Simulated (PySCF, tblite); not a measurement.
# C₃H₇BFO₂ radical: geometry, infrared bands and EPR parameters

Aim: predict the infrared bands and EPR parameters of C₃H₇BFO₂ radical (`C[CH]OB(F)OC`).

Computed with tblite 0.8.0 and PySCF 2.14.0, with density-fitted response routines of our own, on a single molecule in the gas phase. Atoms are numbered from 0 throughout.

## 1. The starting structure

14 atoms, charge 0, multiplicity 2; geometry from: force field or distance geometry start.

Bonds of the start (Å): C0–C1 1.52, C1–O2 1.39, O2–B3 1.48, B3–F4 1.46, B3–O5 1.48, O5–C6 1.38, C0–H7 1.12, C0–H8 1.10, C0–H9 1.11, C1–H10 1.10, C6–H11 1.12, C6–H12 1.11, C6–H13 1.12.

## 2. Optimising the geometry with GFN2-xTB

The job: settings as JSON, then the geometry in Å.

```
{"job": {"kind": "relax", "xc": "GFN2-xTB", "basis": "xTB"}, "charge": 0, "multiplicity": 2}
C      2.687000     0.155100     0.473800
C      1.253300     0.637400     0.359500
O      0.377800    -0.063200     1.175600
B     -0.623800    -0.808100     0.383900
F     -0.246700    -2.182600     0.067400
O     -2.019700    -0.628100     0.830000
C     -2.774000     0.085400    -0.084600
H      3.254400     0.717900    -0.309500
H      2.801500    -0.921500     0.266700
H      3.152700     0.387600     1.453600
H      1.208300     1.715500     0.584000
H     -3.091600    -0.552000    -0.949100
H     -2.273100     1.018500    -0.410600
H     -3.706900     0.437600     0.417200
```

Launch:

```sh
> OMP_NUM_THREADS=1 python probes_run.py task.json out
```

The driver reads the jobs from task.json and runs them one after another.

**Question.** This job is followed by: GFN2-xTB harmonic vibrations, gas phase; UKS B3LYP, pcH-1 on B C F H O, non-relativistic, mean-field spin-orbit, GIAO. What will the session give for the following? strongest single infrared mode (GFN2-xTB); zero-point energy (GFN2-xTB); g(iso) (B3LYP); ⟨S²⟩; largest a(iso) (averaged by class); potential on the surface of density 0.002 e/bohr³, 1st and 99th percentile.

The runs gave:

| quantity | value |
| --- | --- |
| strongest single infrared mode (GFN2-xTB) | 1355 cm⁻¹, 586 km/mol |
| zero-point energy (GFN2-xTB) | 64.0 kcal/mol |
| g(iso) (B3LYP) | 2.00299 |
| ⟨S²⟩ | 0.754 (exact 0.75) |
| largest a(iso) (averaged by class) | 13C on C1, 94.6 MHz |
| potential on the surface of density 0.002 e/bohr³, 1st and 99th percentile | -1.35 V and 1.12 V |

In words: The optimisation took 143 steps and gained 2.481 eV; among the close pairs (by a distance rule), B3–O5 changed most, from 1.476 to 1.344 Å. The lowest mode is imaginary (20i cm⁻¹), so the xTB geometry is not a minimum: the zero-point energy counts the real modes alone, and all values at this geometry belong to a saddle point. The strongest single mode, at 1355 cm⁻¹, has its largest shares on O2, B3 and C1 (the list is cut at 3 atoms). GFN2-xTB is a fitted tight-binding method: band positions and strengths are rough. Its intensities can rank the bands wrongly. C1 carries the largest spin population, 0.94 e. The isotropic g lies 0.7 ppt above the free-electron value. These values are for one conformer; the search (at its own cheap level) found 1 more, at 0.16 kcal/mol, and measured spectra average over such forms.
